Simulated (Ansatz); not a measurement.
# AgAsH3+ (SMILES [Ag+].[AsH3]): Born-Oppenheimer dynamics

The task is to watch the atoms for 40 steps of 0.5 fs, started with velocities for 100 K and run with a Langevin thermostat.

Program: Ansatz 0.2.0, Gaussian basis. Level of theory: B3LYP-D4/def2-TZVP. These are calculated values, not measurements.

### Step 1. The starting structure

The start, a pair relaxed at PBE0-D4: SMILES `[Ag+].[AsH3]`, 5 atoms, charge 1, spin multiplicity 1.

Atoms are counted from 1 here; the program's logs count them from 0.

Bond lengths: Ag1–As2 2.725 Å, As2–H3 1.544 Å, As2–H4 1.544 Å, As2–H5 1.545 Å. Angles: Ag1–As2–H3 58.5°, Ag1–As2–H4 58.5°, Ag1–As2–H5 58.1°, H3–As2–H4 95.0°, H3–As2–H5 95.0°, H4–As2–H5 95.0°.

Geometry (Å):

```
Ag   -0.03152   -0.41541   -1.64180
As    0.02290    0.25212    0.99983
H    -0.94516   -0.82226    0.45894
H    -0.31153    1.29406   -0.08966
H     1.26531   -0.30841    0.27268
```

### Step 2. Dynamics

The input, md/in.yaml:

```yaml
crystal:
  periodic: [false, false, false]
  atoms:
    - {symbol: Ag, position_ang: [-0.031517, -0.415413, -1.641799]}
    - {symbol: As, position_ang: [0.022899, 0.252120, 0.999832]}
    - {symbol: H, position_ang: [-0.945164, -0.822256, 0.458944]}
    - {symbol: H, position_ang: [-0.311527, 1.294057, -0.089658]}
    - {symbol: H, position_ang: [1.265308, -0.308408, 0.272681]}
basis:
  gaussian: {orbitals: def2-TZVP}
total_charge: 1
hamiltonian: {xc: {name: B3LYP}, dispersion: d4}
md: {n_steps: 40, timestep: 0.5, temperature: 100, ensemble: nvt_langevin, seed: 52, friction: 0.002, initial_velocities: maxwell_boltzmann}
```

Started as:

```sh
$ ansatz run in.yaml --threads 2 --pin off --events-out ev --progress --plain --max-ram 5222MiB
```

Before running it: what results should come out? Wanted: temperature at the start; mean temperature, second half; lowest and highest potential energy, from the first frame; largest change of potential + kinetic.

The runs gave:

```
                                                 quantity              value
                                                   length  40 steps, 20.0 fs
                                 temperature at the start               80 K
                            mean temperature, second half               65 K
lowest and highest potential energy, from the first frame      -1 and 19 meV
                    largest change of potential + kinetic            4.4 meV
```

In words: The thermostat trades energy with the molecule, so the sum of potential and kinetic energy isn't conserved: it changes by -4 meV over the run. The mean temperature of the second half is still well below the 100 K set. With 5 atoms the instant temperature spans 48 to 84 K. No bond breaks or forms, judged by distance. Under Langevin the temperature counts 3N degrees of freedom, more than the drawn velocities fill, so it starts at 80 K, not 100 K.
